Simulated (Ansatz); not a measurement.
Born–Oppenheimer molecular dynamics of a periodic cell of 15 atoms, Cs4Te2O2F7 (host Cs2TeOF4, host structure Cmcm, one F atom removed). It starts from an unrelaxed structure (largest force component 2.43 eV/Å).

Level of theory: DFT PBEsol, scalar-relativistic, plane waves, PAW (Ansatz). Settings: accuracy low, cutoff 420 eV, k mesh 2x2x1, fermi-dirac smearing 0.05 eV, no spin polarisation.

| Property | Result |
| --- | --- |
| ensemble | NVT, Langevin thermostat |
| time step | 1 fs |
| steps asked | 120 |
| set temperature | 1500 K |
| friction | 0.02 /fs |
| seed | 369728 |

Frames 2 fs apart, positions in Å, forces in eV/Å.

Velocities at 30.0 fs (Å/ps):

```
Cs -0.97 -3.50 -1.85
Cs -0.08 0.73 -4.30
Cs 5.94 3.82 2.98
Cs -4.16 0.40 3.55
Te -4.34 0.63 -1.19
Te 3.48 -0.06 2.99
O -1.75 7.15 8.56
O -17.56 -4.76 -4.90
F 5.57 -3.45 -1.58
F -1.21 -19.17 12.21
F 3.37 3.52 -4.45
F 0.67 0.81 13.76
F 12.01 -6.06 3.54
F 7.69 -9.16 3.15
F -0.43 -0.02 0.26
```

```xyz
15
Lattice="3.3475 -7.3202 0.0000 3.3475 7.3202 0.0000 0.0000 0.0000 7.1709" Properties=species:S:1:pos:R:3:forces:R:3 time_fs=30.0 energy_less_start_eV=0.765 T=1372
Cs 3.387 0.932 1.781 -0.25 0.12 0.33
Cs 3.320 -0.901 5.372 -0.25 -0.10 -0.01
Cs 3.487 -3.688 1.845 -0.25 -0.11 0.20
Cs 3.228 3.884 5.424 0.29 -0.33 0.00
Te 3.237 5.773 1.807 1.41 -0.42 -0.72
Te 3.342 -5.833 5.436 0.92 0.90 -1.32
O 3.439 3.941 1.682 -1.03 -0.05 0.96
O 3.334 -4.063 4.998 -0.84 -0.25 1.28
F 1.466 -1.839 0.439 0.54 0.88 -0.93
F 5.056 1.168 4.126 0.32 0.37 0.43
F 1.639 1.639 6.869 -0.70 0.15 -0.38
F 5.694 -1.371 3.595 -0.79 -0.43 0.40
F 5.274 1.496 6.988 0.49 0.26 -0.48
F 1.574 -1.582 3.304 0.25 -0.06 0.03
F 1.635 1.759 3.965 -0.12 -0.92 0.21
15
Lattice="3.3475 -7.3202 0.0000 3.3475 7.3202 0.0000 0.0000 0.0000 7.1709" Properties=species:S:1:pos:R:3:forces:R:3 time_fs=32.0 energy_less_start_eV=0.731 T=1291
Cs 3.385 0.924 1.777 -0.24 0.13 0.34
Cs 3.321 -0.900 5.364 -0.26 -0.12 0.01
Cs 3.497 -3.681 1.850 -0.27 -0.10 0.21
Cs 3.220 3.885 5.431 0.33 -0.32 -0.02
Te 3.230 5.773 1.806 1.51 -0.34 -0.37
Te 3.349 -5.833 5.439 0.82 0.63 -1.41
O 3.443 3.949 1.702 -1.04 -0.21 0.87
O 3.297 -4.073 4.986 -0.74 -0.11 1.24
F 1.478 -1.847 0.433 0.37 0.90 -0.80
F 5.052 1.130 4.151 0.29 0.43 0.38
F 1.645 1.648 6.858 -0.64 0.19 -0.30
F 5.691 -1.370 3.623 -0.62 -0.46 0.05
F 5.296 1.485 6.989 0.40 0.27 -0.35
F 1.590 -1.597 3.310 0.18 -0.02 -0.04
F 1.636 1.756 3.966 -0.10 -0.85 0.20
15
Lattice="3.3475 -7.3202 0.0000 3.3475 7.3202 0.0000 0.0000 0.0000 7.1709" Properties=species:S:1:pos:R:3:forces:R:3 time_fs=34.0 energy_less_start_eV=0.693 T=1386
Cs 3.383 0.914 1.772 -0.22 0.14 0.34
Cs 3.324 -0.898 5.357 -0.29 -0.15 0.04
Cs 3.506 -3.673 1.856 -0.30 -0.10 0.22
Cs 3.215 3.885 5.440 0.36 -0.31 -0.05
Te 3.225 5.772 1.805 1.64 -0.53 -0.12
Te 3.357 -5.834 5.439 0.69 0.43 -1.50
O 3.449 3.945 1.723 -1.03 -0.03 0.79
O 3.253 -4.081 4.976 -0.59 -0.07 1.17
F 1.496 -1.852 0.424 0.18 0.88 -0.65
F 5.049 1.091 4.173 0.27 0.50 0.32
F 1.651 1.663 6.842 -0.58 0.22 -0.21
F 5.681 -1.363 3.644 -0.45 -0.52 -0.25
F 5.318 1.477 6.984 0.30 0.26 -0.20
F 1.606 -1.604 3.312 0.11 0.02 -0.09
F 1.637 1.746 3.970 -0.10 -0.75 0.18
15
Lattice="3.3475 -7.3202 0.0000 3.3475 7.3202 0.0000 0.0000 0.0000 7.1709" Properties=species:S:1:pos:R:3:forces:R:3 time_fs=36.0 energy_less_start_eV=0.673 T=1308
Cs 3.382 0.904 1.767 -0.20 0.14 0.34
Cs 3.326 -0.897 5.351 -0.31 -0.16 0.08
Cs 3.515 -3.664 1.862 -0.32 -0.11 0.22
Cs 3.210 3.886 5.449 0.39 -0.29 -0.07
Te 3.223 5.770 1.806 1.71 -0.66 0.08
Te 3.366 -5.835 5.437 0.52 0.17 -1.49
O 3.457 3.940 1.741 -1.03 0.11 0.74
O 3.210 -4.092 4.969 -0.44 0.05 1.07
F 1.506 -1.853 0.412 0.03 0.86 -0.53
F 5.044 1.054 4.194 0.28 0.58 0.27
F 1.659 1.679 6.832 -0.53 0.25 -0.15
F 5.672 -1.354 3.665 -0.29 -0.60 -0.50
F 5.334 1.471 6.974 0.22 0.25 -0.06
F 1.624 -1.604 3.314 0.05 0.04 -0.14
F 1.633 1.727 3.975 -0.08 -0.63 0.14
15
Lattice="3.3475 -7.3202 0.0000 3.3475 7.3202 0.0000 0.0000 0.0000 7.1709" Properties=species:S:1:pos:R:3:forces:R:3 time_fs=38.0 energy_less_start_eV=0.671 T=1345
Cs 3.380 0.893 1.762 -0.17 0.15 0.34
Cs 3.329 -0.899 5.344 -0.33 -0.18 0.12
Cs 3.523 -3.656 1.867 -0.35 -0.11 0.23
Cs 3.205 3.888 5.459 0.42 -0.28 -0.10
Te 3.223 5.768 1.806 1.80 -0.96 0.26
Te 3.376 -5.837 5.434 0.32 -0.01 -1.48
O 3.470 3.928 1.760 -1.04 0.44 0.68
O 3.167 -4.100 4.967 -0.27 0.08 0.98
F 1.509 -1.849 0.398 -0.09 0.83 -0.42
F 5.040 1.022 4.215 0.29 0.66 0.22
F 1.667 1.691 6.822 -0.49 0.27 -0.09
F 5.666 -1.344 3.683 -0.16 -0.68 -0.72
F 5.347 1.465 6.962 0.13 0.23 0.10
F 1.645 -1.604 3.318 -0.01 0.05 -0.21
F 1.628 1.703 3.985 -0.06 -0.50 0.08
15
Lattice="3.3475 -7.3202 0.0000 3.3475 7.3202 0.0000 0.0000 0.0000 7.1709" Properties=species:S:1:pos:R:3:forces:R:3 time_fs=40.0 energy_less_start_eV=0.695 T=1356
Cs 3.379 0.880 1.762 -0.15 0.16 0.33
Cs 3.332 -0.900 5.338 -0.34 -0.20 0.18
Cs 3.532 -3.647 1.872 -0.38 -0.12 0.23
Cs 3.199 3.891 5.467 0.45 -0.27 -0.11
Te 3.224 5.765 1.806 1.91 -1.37 0.41
Te 3.383 -5.837 5.431 0.10 0.04 -1.47
O 3.479 3.910 1.779 -1.04 0.91 0.61
O 3.119 -4.102 4.964 -0.06 -0.11 0.92
F 1.514 -1.839 0.383 -0.22 0.78 -0.29
F 5.036 0.990 4.234 0.29 0.75 0.16
F 1.673 1.702 6.815 -0.46 0.30 -0.04
F 5.664 -1.334 3.697 -0.05 -0.77 -0.89
F 5.361 1.465 6.951 0.04 0.21 0.26
F 1.668 -1.603 3.327 -0.08 0.06 -0.29
F 1.622 1.679 3.999 -0.01 -0.36 -0.01
15
Lattice="3.3475 -7.3202 0.0000 3.3475 7.3202 0.0000 0.0000 0.0000 7.1709" Properties=species:S:1:pos:R:3:forces:R:3 time_fs=42.0 energy_less_start_eV=0.726 T=1239
Cs 3.376 0.868 1.762 -0.13 0.17 0.30
Cs 3.334 -0.899 5.332 -0.36 -0.24 0.24
Cs 3.542 -3.640 1.874 -0.40 -0.12 0.23
Cs 3.194 3.893 5.475 0.48 -0.26 -0.13
Te 3.227 5.759 1.806 1.97 -1.63 0.52
Te 3.389 -5.836 5.427 -0.18 0.23 -1.46
O 3.484 3.893 1.803 -1.01 1.25 0.51
O 3.070 -4.098 4.962 0.18 -0.45 0.89
F 1.519 -1.832 0.365 -0.33 0.71 -0.16
F 5.032 0.958 4.256 0.29 0.84 0.09
F 1.674 1.715 6.806 -0.41 0.32 0.02
F 5.662 -1.328 3.705 0.03 -0.84 -1.03
F 5.375 1.465 6.941 -0.06 0.18 0.42
F 1.685 -1.594 3.332 -0.12 0.06 -0.37
F 1.615 1.654 4.008 0.04 -0.22 -0.10
15
Lattice="3.3475 -7.3202 0.0000 3.3475 7.3202 0.0000 0.0000 0.0000 7.1709" Properties=species:S:1:pos:R:3:forces:R:3 time_fs=44.0 energy_less_start_eV=0.776 T=1104
Cs 3.373 0.857 1.763 -0.11 0.18 0.28
Cs 3.336 -0.898 5.327 -0.39 -0.29 0.30
Cs 3.552 -3.631 1.878 -0.42 -0.13 0.23
Cs 3.189 3.896 5.480 0.51 -0.24 -0.15
Te 3.230 5.752 1.806 1.98 -1.67 0.63
Te 3.394 -5.836 5.423 -0.48 0.49 -1.47
O 3.480 3.881 1.827 -0.95 1.38 0.42
O 3.025 -4.090 4.962 0.43 -0.86 0.87
F 1.524 -1.824 0.354 -0.41 0.63 -0.05
F 5.025 0.926 4.281 0.29 0.96 0.03
F 1.665 1.727 6.800 -0.34 0.34 0.09
F 5.663 -1.317 3.711 0.09 -0.93 -1.13
F 5.390 1.466 6.934 -0.14 0.16 0.57
F 1.699 -1.591 3.342 -0.16 0.05 -0.44
F 1.611 1.632 4.015 0.10 -0.09 -0.19
15
Lattice="3.3475 -7.3202 0.0000 3.3475 7.3202 0.0000 0.0000 0.0000 7.1709" Properties=species:S:1:pos:R:3:forces:R:3 time_fs=46.0 energy_less_start_eV=0.828 T=1128
Cs 3.372 0.847 1.761 -0.10 0.18 0.27
Cs 3.337 -0.897 5.324 -0.41 -0.33 0.37
Cs 3.560 -3.623 1.884 -0.45 -0.14 0.23
Cs 3.186 3.900 5.483 0.53 -0.23 -0.16
Te 3.235 5.744 1.806 1.97 -1.50 0.72
Te 3.400 -5.835 5.418 -0.78 0.57 -1.37
O 3.480 3.879 1.848 -0.89 1.28 0.36
O 2.987 -4.086 4.969 0.65 -1.07 0.79
F 1.532 -1.821 0.346 -0.47 0.58 0.03
F 5.018 0.902 4.310 0.27 1.07 -0.06
F 1.647 1.734 6.798 -0.24 0.38 0.16
F 5.666 -1.305 3.717 0.15 -1.00 -1.23
F 5.404 1.467 6.928 -0.20 0.13 0.69
F 1.715 -1.593 3.360 -0.20 0.04 -0.52
F 1.612 1.611 4.019 0.17 0.04 -0.28
15
Lattice="3.3475 -7.3202 0.0000 3.3475 7.3202 0.0000 0.0000 0.0000 7.1709" Properties=species:S:1:pos:R:3:forces:R:3 time_fs=48.0 energy_less_start_eV=0.867 T=1425
Cs 3.375 0.836 1.758 -0.09 0.19 0.26
Cs 3.338 -0.894 5.321 -0.42 -0.38 0.46
Cs 3.569 -3.614 1.893 -0.47 -0.15 0.22
Cs 3.182 3.905 5.483 0.55 -0.22 -0.16
Te 3.241 5.733 1.806 1.92 -1.08 0.74
Te 3.403 -5.832 5.409 -1.06 0.58 -1.20
O 3.476 3.884 1.871 -0.79 0.94 0.32
O 2.950 -4.080 4.986 0.85 -1.20 0.66
F 1.543 -1.817 0.336 -0.53 0.52 0.11
F 5.012 0.885 4.332 0.23 1.16 -0.15
F 1.622 1.741 6.798 -0.11 0.42 0.24
F 5.669 -1.292 3.715 0.18 -1.07 -1.28
F 5.420 1.468 6.925 -0.25 0.09 0.79
F 1.734 -1.587 3.379 -0.26 0.02 -0.61
F 1.614 1.593 4.027 0.25 0.17 -0.40
15
Lattice="3.3475 -7.3202 0.0000 3.3475 7.3202 0.0000 0.0000 0.0000 7.1709" Properties=species:S:1:pos:R:3:forces:R:3 time_fs=50.0 energy_less_start_eV=0.897 T=1461
Cs 3.377 0.823 1.753 -0.09 0.19 0.25
Cs 3.341 -0.890 5.316 -0.42 -0.42 0.56
Cs 3.577 -3.604 1.903 -0.49 -0.15 0.21
Cs 3.179 3.911 5.482 0.56 -0.22 -0.17
Te 3.248 5.722 1.804 1.85 -0.45 0.70
Te 3.404 -5.832 5.399 -1.20 0.57 -1.04
O 3.465 3.892 1.888 -0.66 0.42 0.29
O 2.927 -4.076 5.005 0.96 -1.28 0.51
F 1.554 -1.810 0.322 -0.56 0.44 0.19
F 5.007 0.868 4.352 0.19 1.24 -0.24
F 1.592 1.749 6.792 0.03 0.45 0.33
F 5.678 -1.285 3.705 0.17 -1.09 -1.27
F 5.442 1.467 6.926 -0.31 0.05 0.87
F 1.753 -1.574 3.402 -0.31 -0.03 -0.72
F 1.622 1.575 4.027 0.30 0.28 -0.46
15
Lattice="3.3475 -7.3202 0.0000 3.3475 7.3202 0.0000 0.0000 0.0000 7.1709" Properties=species:S:1:pos:R:3:forces:R:3 time_fs=52.0 energy_less_start_eV=0.930 T=1295
Cs 3.377 0.810 1.746 -0.10 0.19 0.23
Cs 3.342 -0.888 5.310 -0.41 -0.46 0.65
Cs 3.584 -3.594 1.914 -0.51 -0.17 0.20
Cs 3.175 3.918 5.479 0.57 -0.22 -0.17
Te 3.254 5.711 1.801 1.78 0.10 0.64
Te 3.403 -5.832 5.389 -1.26 0.48 -0.90
O 3.451 3.895 1.900 -0.54 -0.02 0.28
O 2.908 -4.077 5.018 1.02 -1.23 0.37
F 1.567 -1.802 0.312 -0.59 0.37 0.25
F 5.004 0.858 4.370 0.10 1.28 -0.33
F 1.565 1.756 6.783 0.18 0.48 0.43
F 5.688 -1.275 3.690 0.14 -1.11 -1.24
F 5.464 1.468 6.933 -0.34 0.02 0.90
F 1.766 -1.565 3.424 -0.36 -0.08 -0.82
F 1.626 1.562 4.021 0.32 0.36 -0.50
```

Of the whole run (120 fs, mean temperature of the second half 1181 K): The mean temperature of the second half is 21 % below the set value. A run of 0.12 ps of so small a system gives no equilibrium averages. Limits of this set-up: coarse k mesh, odd electron count without spin, low accuracy level.

Run time: 14 min on 1 thread of Arm Neoverse V2, with other jobs on the host, peak memory 0.78 GiB.
